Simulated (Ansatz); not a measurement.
# CH₃Ga + NH₃: a complex and its separated parts

The complex below is one end of an elementary step. How strongly is it bound against its free parts?

The runs use Ansatz 0.2.0, Gaussian basis; PBE0-D4/def2-TZVP structures, single points in def2-TZVPP, no counterpoise correction.

Levels: SPW92, PBE-D4, BLYP-D4, r2SCAN-D4, B97M-V, PBE0-D4, B3LYP-D4, r2SCAN0-D4, BHLYP-D4, CAM-B3LYP-D4, wB97X-V, wB97M-V, B2PLYP, PBE-QIDH, RPA on PBE, Hartree-Fock, MP2, CCSD, CCSD(T).

Correlated methods freeze the cores. Filled d shells of the heavier atoms are correlated. B3LYP uses VWN-RPA correlation. B2PLYP carries no dispersion term here.

## 1. The starting structure

The complex: 9 atoms, charge 0, spin multiplicity 1.

Atoms are counted from 1 here; the program's logs count them from 0.

Bond lengths: Ga1–N2 2.146 Å, Ga1–C3 1.798 Å, Ga1–H5 1.547 Å, N2–H4 1.015 Å, N2–H6 1.014 Å, N2–H7 1.014 Å, C3–H8 1.083 Å, C3–H9 1.086 Å. Angles: N2–Ga1–C3 103.0°, N2–Ga1–H5 101.2°, C3–Ga1–H5 155.8°, Ga1–N2–H4 104.6°, Ga1–N2–H6 113.7°, Ga1–N2–H7 113.7°, H4–N2–H6 108.3°, H4–N2–H7 108.3°, H6–N2–H7 108.0°, Ga1–C3–H8 123.4°, Ga1–C3–H9 121.7°, H8–C3–H9 114.8°.

Coordinates:

```
atom     x (Å)     y (Å)     z (Å)
 Ga1  -0.90420   0.03750  -0.50805
  N2   0.11879  -0.26842   1.35303
  C3   0.43783   0.37159  -1.65756
  H4   1.10116  -0.15087   1.12711
  H5  -2.37697  -0.15875  -0.07591
  H6  -0.12680   0.40700   2.06796
  H7  -0.01040  -1.19613   1.74070
  H8   0.28484   0.57665  -2.71029
  H9   1.47566   0.38143  -1.33689
```

Its parts: CH₃Ga holds atoms 1, 3, 5, 8, 9; NH₃ holds atoms 2, 4, 6, 7. Each part counts its atoms afresh in its own runs.

## 2. Relaxing CH₃Ga alone

relax-a/in.yaml

```yaml
crystal:
  periodic: [false, false, false]
  atoms:
    - {symbol: Ga, position_ang: [-0.904200, 0.037502, -0.508052]}
    - {symbol: C, position_ang: [0.437830, 0.371589, -1.657556]}
    - {symbol: H, position_ang: [-2.376973, -0.158753, -0.075911]}
    - {symbol: H, position_ang: [0.284842, 0.576652, -2.710286]}
    - {symbol: H, position_ang: [1.475664, 0.381432, -1.336895]}
basis:
  gaussian: {orbitals: def2-TZVP}
hamiltonian: {xc: pbe0, dispersion: d4}
relax: {f_tol: 0.005, max_steps: 200}
```

The command line of these runs was not kept.

The runs that follow: Relaxing NH₃ alone; wB97M-V/def2-TZVPP; CCSD(T)/def2-TZVPP; Vibrations of CH₃Ga; Vibrations of NH₃.

What does the calculation give? Wanted: complex less parts, CCSD(T)/def2-TZVPP; with zero-point energy; largest T1 diagnostic.

**Answer**, as computed:

```
                              quantity          value
complex less parts, CCSD(T)/def2-TZVPP  -103.1 kJ/mol
                with zero-point energy   -88.2 kJ/mol
                 largest T1 diagnostic          0.016
```

In words: At CCSD(T) the complex lies 103.1 kJ/mol below its parts. Among the functionals PBE0-D4 lands nearest to CCSD(T) (+0.5 kJ/mol) and SPW92 farthest (-21.5 kJ/mol). Mean unsigned error by rung: LDA 21.5, GGA 9.7, meta-GGA 3.2, hybrid 3.8, range-separated hybrid 3.8, double hybrid 6.3 kJ/mol. PBE-D4 gives a relative energy 5.1 kJ/mol too high, outside chemical accuracy (1 kcal/mol, 4.2 kJ/mol). No counterpoise was applied, and triple zeta lacks some correlation, so the CCSD(T) reference has a basis error of its own, and close matches with it are partly luck. The restricted Hartree–Fock reference is unstable towards an unrestricted one at one or more of these structures.
